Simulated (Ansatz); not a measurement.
# MoS2: the cost of one run

Program: Ansatz 0.2.0. Level of theory: DFT LDA, scalar-relativistic, plane waves, PAW. These are calculated values, not measurements.

The COD entry's cell or inner coordinates are ideal or old and differ from later refinements, so a difference from it is no clean test against experiment.

3 further runs of the same task are left out: 1 that didn't finish, 2 set aside as unsound or not needed.

**1. The system as given**

Symmetry: R-3m, No. 166, trigonal system. Conventional cell: a = 3.133 Å, b = 3.133 Å, c = 17.877 Å, α = 90.00°, β = 90.00°, γ = 120.00°. Mo (site symmetry -3m) is surrounded by 6 S at 2.42 Å. S (site symmetry 3m) has 3 Mo at 2.42 Å as nearest neighbours.

Structure file:

```
CELL_PARAMETERS angstrom
1.56673 0.90455 5.95890
-1.56673 0.90455 5.95890
0.00000 -1.80910 5.95890
ATOMIC_POSITIONS crystal
Mo 0.00000 0.00000 0.00000
S 0.75633 0.75633 0.75633
S 0.24367 0.24367 0.24367
```

This cell was relaxed beforehand with the same method: volume 16.89 Å³/atom, gap on the mesh none (metal).

**2. Relaxing with LDA**

File input.yaml:

```yaml
crystal:
  lattice:
    - [1.5667288592, 0.9045513286, 5.9589012123]
    - [-1.5667288592, 0.9045513286, 5.9589012123]
    - [0.0, -1.8091026572, 5.9589012123]
  atoms:
    - { symbol: Mo, position: [0.0, 0.0, 0.0] }
    - { symbol: S, position: [0.7563304603, 0.7563304603, 0.7563304603] }
    - { symbol: S, position: [0.2436695397, 0.2436695397, 0.2436695397] }
basis:
  ecutwfc: 420
kpoints:
  mp_grid: { grid: [18, 18, 18] }
hamiltonian:
  xc: lda
scf:
  occupations: { method: gaussian, width: 0.1 }
output:
  forces: true
  stress: true
  eigenvalues: true
relax:
  adjacent_minimum: "off"
  f_tol: 0.005
  max_steps: 50
  cell: { stress_tol: 0.05 }
```

Command:

```sh
$ ansatz run input.yaml --threads 1 --pin off --max-ram 2560MiB --backend cpu --events-out ev --progress --plain --runs-dir out
```

**Question.** How long does this run take on 1 thread of AMD EPYC (Zen 3), shared host, and how much memory does it need?

About 3.2 min, with a peak of 0.74 GiB.
